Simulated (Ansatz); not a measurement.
# Ge: the cost of one run

Program: Ansatz 0.2.0. Level of theory: DFT LDA, scalar-relativistic, plane waves, PAW. These are calculated values, not measurements.

## Step 1: The starting structure

Symmetry: Fd-3m, No. 227, cubic system. Conventional cell: a = 5.658 Å, b = 5.658 Å, c = 5.658 Å, α = 90.00°, β = 90.00°, γ = 90.00°. Around Ge (site symmetry -43m) lie 4 Ge at 2.45 Å.

Structure file:

```
Ge
1.0
     0.00000    2.82900    2.82900
     2.82900    0.00000    2.82900
     2.82900    2.82900    0.00000
Ge
2
Direct
  0.00000 0.00000 0.00000
  0.25000 0.25000 0.25000
```

## Step 2: Relaxing cell and atoms: Ge, no spin

The input, input.yaml:

```yaml
crystal:
  lattice:
    - [0.0, 2.829, 2.829]
    - [2.829, 0.0, 2.829]
    - [2.829, 2.829, 0.0]
  atoms:
    - { symbol: Ge, position: [0.0, 0.0, 0.0] }
    - { symbol: Ge, position: [0.25, 0.25, 0.25] }
scf:
  occupations: { method: gaussian, width: 0.01 }
output:
  forces: true
  stress: true
  eigenvalues: true
hamiltonian:
  xc: lda
kpoints:
  mp_grid: { grid: [10, 10, 10] }
relax:
  f_tol: 0.002
  cell: { stress_tol: 0.02 }
```

Launch:

```sh
$ ansatz run input.yaml --threads 2 --pin off --max-ram 6144MiB --backend cpu --events-out ev --progress --plain --runs-dir out
```

Q: Estimate wall time and peak memory on 2 threads of Intel Xeon at 2.30GHz, shared host.

About 3.1 s, with a peak of 0.38 GiB.
